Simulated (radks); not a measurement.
# Ho²⁺ in [Xe] 4f11: an all-electron calculation

Wanted: eigenvalues, radial structure and energy terms of the holmium ion Ho2+.

The numbers are computed with radks (a radial shooting solver on a logarithmic mesh, Libxc functionals) version 1 (scalar-relativistic Kohn-Sham, PBEsol, spin-unpolarised, spherical densities, finite nucleus), except any that are marked as measured or tabulated.

## (1) The atom as given

```
element            : holmium (Z = 67)
charge             : +2
electrons          : 65
configuration      : [Xe] 4f11
nuclear rms radius : 5.2022 fm
```

The outer shells:

Ho²⁺
```
[Xe] core
4f [↑↓][↑↓][↑↓][↑↓][↑ ][↑ ][↑ ]
```

## (2) The run

Settings of this run:

```text
Z 67
configuration [Xe] 4f11
relativity scalar-relativistic
functional pbe_sol,pbe_sol
spin unpolarised
nucleus finite rms 5.2022 fm
c 137.035999084
```

The run is started by

```
$ python run_ks.py task.json out
```

All runs below come from this command, one after another.

Q: Predict the outcome of this run.

**Answer**, as computed:

```
                        quantity                 value
                    total energy   -12610.4003 hartree
exchange-correlation share of it                2.11 %
                            −T/E                1.0812
          highest occupied level        4f, -17.308 eV
    most extended occupied level   5p, <r> = 1.51 bohr
 radius at density 0.001 e/bohr³             3.36 bohr
    maxima of the radial density                     4
         ionisation energy, NIST  22.79 (semi-emp.) eV
```

The radial density shows 4 maxima for 5 occupied principal shells; where shells overlap, one shows as a shoulder or not at all. Relativity lifts −T/E to 1.081. The top level binds by 17.308 eV, 76 % of the NIST ionisation energy of 22.79 eV; the potential of a semilocal functional falls off too fast, so its top eigenvalue is too shallow. Spin polarisation and multiplet splitting are left out. Spin-orbit splitting is averaged out at the scalar-relativistic level.
